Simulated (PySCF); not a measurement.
# C4H8OSi: the cost of one run

Programs: PySCF 2.14.0, with density-fitted response routines of our own. Each step states its level of theory. These are calculated values for one molecule in the gas phase, unless marked as measured. Atoms count from 0, in the outputs and in this text.

## 1. The molecule as given

14 atoms, charge 0, multiplicity 1; geometry from: GFN2-xTB. The atoms were then displaced at random by about 0.01 Å, so the start is not that level's minimum.

Bonds of the start (Å): C0–O1 1.42, O1–C2 1.39, C2–C3 1.51, C3–C4 1.31, C4–Si5 1.85, C4–C2 1.53, C0–H6 1.10, C0–H7 1.07, C0–H8 1.11, C2–H9 1.07, C3–H10 1.06, Si5–H11 1.46, Si5–H12 1.47, Si5–H13 1.46.

## 2. Geometry optimisation at PBE0-D3(BJ)/def2-SVP

The job: settings as JSON, then the geometry in Å.

```
{"job": {"xc": "PBE0", "basis": "def2-SVP", "d3": "d3bj", "grid": 1, "shake": 0.01, "kind": "geom"}, "charge": 0, "multiplicity": 1}
C     -1.944130    -0.943120     0.365830
O     -1.687220     0.419950     0.674730
C     -0.645670     0.954270    -0.083380
C      0.346220     1.885250     0.582410
C      0.806020     0.687180     0.329590
Si     2.180870    -0.546340     0.404220
H     -2.197700    -1.032890    -0.701930
H     -1.100850    -1.563930     0.596650
H     -2.827750    -1.198090     0.981680
H     -0.876540     1.054090    -1.123860
H      0.404880     2.852900     1.009360
H      2.792810    -0.602700    -0.921090
H      1.593100    -1.848970     0.742200
H      3.148800    -0.132670     1.415880
```

Run with:

```console
OMP_NUM_THREADS=1 python probes_run.py task.json out
```

The driver reads the jobs from task.json and runs them one after another.

**Question.** How long does this first job take on 1 thread of AMD EPYC 9R45, shared host, and how much memory does it need?

About 43 s, with a peak of 0.51 GiB.
